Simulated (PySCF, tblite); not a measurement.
# C5H7N2 radical: geometry, infrared bands and EPR parameters

Aim: predict the infrared bands and EPR parameters of C5H7N2 radical (`Cc1[c]n(C)nc1`).

Computed with tblite 0.8.0 and PySCF 2.14.0, with density-fitted response routines of our own, on a single molecule in the gas phase. Atoms count from 0, in the outputs and in this text.

## 1. The molecule as given

14 atoms, charge 0, multiplicity 2; geometry from: force field or distance geometry start.

Bonds of the start (Å): C0–C1 1.47, C1–C2 1.40, C2–N3 1.33, N3–C4 1.45, N3–N5 1.33, N5–C6 1.34, C6–C1 1.41, C0–H7 1.13, C0–H8 1.13, C0–H9 1.12, C4–H10 1.11, C4–H11 1.11, C4–H12 1.13, C6–H13 1.08.

## 2. Optimising the geometry with GFN2-xTB

What the job is given:

```
{"job": {"kind": "relax", "xc": "GFN2-xTB", "basis": "xTB"}, "charge": 0, "multiplicity": 2}
C     -2.441400     0.322500    -0.280600
C     -1.038700    -0.037700    -0.018800
C      0.130100     0.641200    -0.396500
N      1.204900    -0.009200     0.034300
C      2.581700     0.385200    -0.158200
N      0.784500    -1.089400     0.691800
C     -0.554100    -1.150400     0.690200
H     -2.641900     1.379600     0.064400
H     -2.626900     0.235500    -1.387800
H     -3.143100    -0.352800     0.270900
H      3.082900    -0.151800    -0.994700
H      3.211300     0.261200     0.745800
H      2.617200     1.483400    -0.428700
H     -1.167300    -1.917800     1.145700
```

Started as:

```sh
$ OMP_NUM_THREADS=1 python probes_run.py task.json out
```

One launch serves the whole session: the jobs run in the order shown.

Output:

```text
step      E/eV     max force
  0    -544.08633    1.441
  1    -544.21430    0.965
  2    -544.26890    0.656
  3    -544.29172    0.444
  4    -544.31872    0.261
  5    -544.32699    0.282
  6    -544.33756    0.233
  7    -544.34175    0.153
  8    -544.34428    0.112
  9    -544.34585    0.132
 10    -544.34744    0.138
 11    -544.34883    0.127
 12    -544.35002    0.103
 13    -544.35089    0.082
 14    -544.35157    0.064
 15    -544.35217    0.069
 16    -544.35279    0.059
 17    -544.35333    0.057
 18    -544.35365    0.039
 19    -544.35377    0.025
 20    -544.35384    0.021
 21    -544.35392    0.031
 22    -544.35404    0.038
 23    -544.35416    0.033
 24    -544.35427    0.034
 25    -544.35437    0.031
 26    -544.35448    0.027
 27    -544.35457    0.028
 28    -544.35463    0.016
 29    -544.35466    0.016
 30    -544.35469    0.014
 31    -544.35470    0.009
```

It took 0.18 s on 1 thread of Intel Xeon 6975P-C, shared host.

Along the way:

```
step  energy from step 0 (eV)  largest force (eV/Å)
   0                   0.0000                1.4410
   1                  -0.1280                0.9646
   2                  -0.1826                0.6557
   3                  -0.2054                0.4436
   4                  -0.2324                0.2608
   5                  -0.2407                0.2818
   6                  -0.2512                0.2331
   7                  -0.2554                0.1526
   8                  -0.2580                0.1120
   9                  -0.2595                0.1322
  10                  -0.2611                0.1382
  11                  -0.2625                0.1265
  12                  -0.2637                0.1026
  13                  -0.2646                0.0817
  14                  -0.2652                0.0642
  15                  -0.2658                0.0686
  16                  -0.2665                0.0595
  17                  -0.2670                0.0569
  18                  -0.2673                0.0388
  19                  -0.2674                0.0251
  20                  -0.2675                0.0214
  21                  -0.2676                0.0313
  22                  -0.2677                0.0377
  23                  -0.2678                0.0334
  24                  -0.2679                0.0344
  25                  -0.2680                0.0313
  26                  -0.2681                0.0266
  27                  -0.2682                0.0278
  28                  -0.2683                0.0163
  29                  -0.2683                0.0158
  30                  -0.2684                0.0136
  31                  -0.2684                0.0086
```

Close pairs (by a distance rule), those that changed most:

```
  bond  before (Å)  after (Å)  change (Å)
C4–H12       1.132      1.089      -0.043
 C0–H7       1.130      1.089      -0.041
 C0–H8       1.126      1.090      -0.036
 C0–H9       1.119      1.088      -0.032
 C1–C2       1.403      1.380      -0.023
C4–H10       1.113      1.093      -0.020
C4–H11       1.109      1.090      -0.019
 C0–C1       1.472      1.486      +0.015
```

The final coordinates are the input of the step that follows.

## 3. Infrared spectrum with GFN2-xTB

What the job is given:

```
{"job": {"kind": "ir", "xc": "GFN2-xTB", "basis": "xTB"}, "charge": 0, "multiplicity": 2}
C     -2.458959     0.327484    -0.287590
C     -1.033615    -0.005237    -0.029581
C      0.105209     0.677474    -0.406842
N      1.192052     0.040948     0.029456
C      2.571395     0.383721    -0.154355
N      0.832848    -1.062502     0.688273
C     -0.495954    -1.100379     0.660520
H     -2.681457     1.344876     0.031222
H     -2.687491     0.250886    -1.350620
H     -3.102649    -0.360032     0.256141
H      3.013492    -0.213411    -0.956183
H      3.115119     0.182164     0.768457
H      2.648303     1.439762    -0.407511
H     -1.018972    -1.906227     1.136449
```

Output:

```text
mode    cm-1     km/mol
  1     -23.6      0.07
  2     -11.5      0.01
  3     172.0      3.03
  4     247.0      3.25
  5     288.0      0.32
  6     375.0      2.68
  7     491.5      1.31
  8     600.3      0.09
  9     613.5      3.36
 10     724.2     25.82
 11     799.8      4.93
 12     969.4     68.57
 13     998.8      3.05
 14    1017.5      0.55
 15    1041.2      6.50
 16    1064.2     15.13
 17    1102.0      3.06
 18    1143.5      3.10
 19    1295.6     44.40
 20    1329.1      1.56
 21    1389.9     12.55
 22    1397.3      2.80
 23    1410.1     10.63
 24    1444.1     27.42
 25    1450.4     26.90
 26    1476.4      4.02
 27    1477.4     11.96
 28    1486.6      3.31
 29    1578.2      1.78
 30    2969.8     23.45
 31    2999.0     32.99
 32    3016.6     32.77
 33    3018.6     12.29
 34    3032.1      8.74
 35    3039.8     23.03
 36    3159.8     20.16
```

It took 0.43 s on 1 thread of Intel Xeon 6975P-C, shared host.

The strongest bands and the atoms that carry them (share of the mass-weighted mode):

```
cm⁻¹  km/mol                        atoms
 724    25.8    N5 26 %, C6 26 %, C4 20 %
 969    68.6   N5 26 %, H13 25 %, C2 12 %
1296    44.4             N3 52 %, N5 20 %
1444    27.4  H11 27 %, H12 23 %, N3 22 %
1450    26.9  H10 30 %, H12 30 %, N3 22 %
2970    23.4                     H10 91 %
2999    33.0             H8 78 %, H7 14 %
3017    32.8             H7 79 %, H8 15 %
```

## 4. EPR parameters: B3LYP/pcH-1

Settings changed since step 3:

```diff
@@ -1,2 +1,2 @@
-{"job": {"kind": "ir", "xc": "GFN2-xTB", "basis": "xTB"}, "charge": 0, "multiplicity": 2}
+{"job": {"kind": "epr", "basis": "pcH-1"}, "charge": 0, "multiplicity": 2}
 C     -2.458959     0.327484    -0.287590
```

Method: UKS B3LYP, pcH-1 on C H N, non-relativistic, mean-field spin-orbit, GIAO.

Output:

```text
UKS, coarse grid
  cycle   1  E = -304.09757332  |g| = 3.29e-01
  cycle   2  E = -304.01692792  |g| = 5.39e-01
  cycle   3  E = -304.14715169  |g| = 9.83e-02
  cycle   4  E = -304.15125177  |g| = 3.80e-02
  cycle   5  E = -304.15189159  |g| = 1.92e-02
  cycle   6  E = -304.15206197  |g| = 6.04e-03
  cycle   7  E = -304.15208627  |g| = 3.34e-03
  cycle   8  E = -304.15209622  |g| = 1.20e-03
  cycle   9  E = -304.15209915  |g| = 5.22e-04
UKS, final grid
  cycle   1  E = -304.15211751  |g| = 5.58e-04
  cycle   2  E = -304.15211753  |g| = 7.22e-04
  cycle   3  E = -304.15211778  |g| = 1.32e-04
  cycle   4  E = -304.15211780  |g| = 1.41e-04
  cycle   5  E = -304.15211783  |g| = 6.21e-05
  cycle   6  E = -304.15211783  |g| = 7.08e-06
E = -304.15211783 Eh   <S^2> = 0.7569 (exact 0.7500)
g shifts (ppm)      1          2          3
  rmc          -169       -169       -169
  gc             28         14         17
  oz_so       -1394         48        297
  total       -1534       -106        145
hyperfine (MHz)  atom isotope    a_iso     a_fc   dipolar eigenvalues
    0   13C       2.89       2.89     -1.06     -0.80      1.86
    1   13C      61.60      61.60    -15.50     -3.68     19.18
    2   13C     486.14     486.14    -75.95    -57.68    133.64
    3   14N      10.98      10.98     -4.36     -1.42      5.78
    4   13C       3.12       3.12     -1.47     -1.23      2.70
    5   14N      -6.27      -6.27     -7.96     -4.17     12.13
    6   13C      68.63      68.63     -3.37     -2.04      5.41
    7    1H      -3.61      -3.61     -2.95     -2.64      5.58
    8    1H      -4.55      -4.55     -2.68     -2.34      5.02
    9    1H      -1.89      -1.89     -1.74     -1.44      3.18
   10    1H      -2.54      -2.54     -2.42     -2.09      4.51
   11    1H      -0.85      -0.85     -2.00     -1.70      3.70
   12    1H      -0.09      -0.09     -4.64     -3.51      8.15
   13    1H       8.40       8.40     -3.27     -1.76      5.03
```

Run time: 37 s. Hardware: 1 thread of Intel Xeon 6975P-C, shared host; peak memory 0.89 GiB.

Principal g values 2.00079, 2.00221, 2.00246; g(iso) = 2.00182, against 2.00232 for a free electron.

Hyperfine couplings; where a row names several nuclei, a(iso) is their mean (it holds for fast rotation or exchange) and the dipolar term the largest among them:

```
       nuclei  isotope  a(iso) (MHz)  a(iso) (G, at g = 2.0023)  largest dipolar term (MHz)
           C2      13C         486.1                      173.5                       133.6
           C6      13C          68.6                       24.5                         5.4
           C1      13C          61.6                       22.0                        19.2
           N3      14N          11.0                        3.9                         5.8
          H13       1H           8.4                        3.0                         5.0
           N5      14N          -6.3                       -2.2                        12.1
   H7, H8, H9       1H          -3.4                       -1.2                         5.6
           C4      13C           3.1                        1.1                         2.7
           C0      13C           2.9                        1.0                         1.9
H10, H11, H12       1H          -1.2                       -0.4                         8.1
```

Mulliken spin populations:

C0 0.01; C1 -0.05; C2 0.97; N3 -0.03; C4 0.00; N5 0.05; C6 0.05; H7 0.00; H8 0.00; H9 0.00; H10 0.00; H11 0.00; H12 0.00; H13 0.00

In first order the couplings over 0.8 MHz of 14N, 1H give 282 distinct lines over 20.2 G, if the averaged nuclei exchange fast.

Orbitals, density, ELF and potential are computed afterwards from the orbital file.

ELF in a plane through or near 10 of the atoms.

Ten even steps from '0' (0.00) to '9' (1.00):
```
0000000000000000000000000000
0000000000000000000000000000
0000000000000000000000000000
0000000000000004873000000000
0000000003652019999100000000
0000000017886139999100000000
0000000006995745983001200000
0000254102732834530069971000
0000488720475546840499994000
0000489857415134256799994000
0000156228618474487268851000
0000037874355538465245200000
0000179995037675114775200000
0000189996038985003654100000
0000059991027872000111000000
0000002320003530000000000000
0000000000000000000000000000
0000000000000000000000000000
0000000000000000000000000000
0000000000000000000000000000
```
The map spans 11.5 Å across and 9.6 Å up, centred on the molecule. Atoms in the plane (x, y in Å): C0 (2.4, -0.5), C1 (1.0, 0.0), C2 (-0.1, -0.8), N3 (-1.2, 0.0), C4 (-2.6, -0.3), N5 (-0.8, 1.3), C6 (0.5, 1.3), H9 (3.1, 0.3), H12 (-2.7, -1.3), H13 (1.1, 2.2).

log10 of the density (e/Å³) in the same plane.

Ten even steps from '0' (-4.0) to '9' (2.0):
```
0000000000000000000000000000
0000000000000000000000000000
0000000000001112221000000000
0000000001222233332100000000
0000000123444445554211000000
0000011234555556764321100000
0001223345677667664333221000
0012344445678779654444432100
0012455555677667665556543100
0023456666787667866677643200
0023456787777667877776543200
0012456776667976666776542100
0012356765556665556665432100
0002345655445555445555432000
0001234443334443333333321000
0000122222223332222222210000
0000000110011111000110000000
0000000000000000000000000000
0000000000000000000000000000
0000000000000000000000000000
```
The map spans 11.5 Å across and 9.6 Å up, centred on the molecule. Atoms in the plane (x, y in Å): C0 (2.4, -0.5), C1 (1.0, 0.0), C2 (-0.1, -0.8), N3 (-1.2, 0.0), C4 (-2.6, -0.3), N5 (-0.8, 1.3), C6 (0.5, 1.3), H9 (3.1, 0.3), H12 (-2.7, -1.3), H13 (1.1, 2.2).

On the surface of density 0.002 e/bohr³ the electrostatic potential runs, from the 1st to the 99th percentile, from -1.61 V near N5 to 1.06 V near H12.

The spin density lies nearest to C2 78 %; N5 7 %.

## 5. Results

| quantity | value |
| --- | --- |
| strongest single infrared mode (GFN2-xTB) | 969 cm⁻¹, 69 km/mol |
| zero-point energy (GFN2-xTB) | 69.5 kcal/mol |
| g(iso) (B3LYP) | 2.00182 |
| ⟨S²⟩ | 0.757 (exact 0.75) |
| largest a(iso) (averaged by class) | 13C on C2, 486.1 MHz |
| surface potential, 1st and 99th percentile | -1.61 V and 1.06 V |

What this shows: Relaxing lowered the energy by 0.268 eV in 31 steps; the close pair that moved most is C4–H12, from 1.132 to 1.089 Å. The lowest mode is imaginary (24i cm⁻¹), so the xTB geometry is not a minimum. The strongest single mode, at 969 cm⁻¹, is spread over many atoms; the largest shares are those of N5, H13. Unscaled tight-binding wavenumbers are off by several per cent, some by more. Its intensities can rank the bands wrongly. C2 carries the largest spin population, 0.97 e. The isotropic g lies 0.5 ppt below the free-electron value.
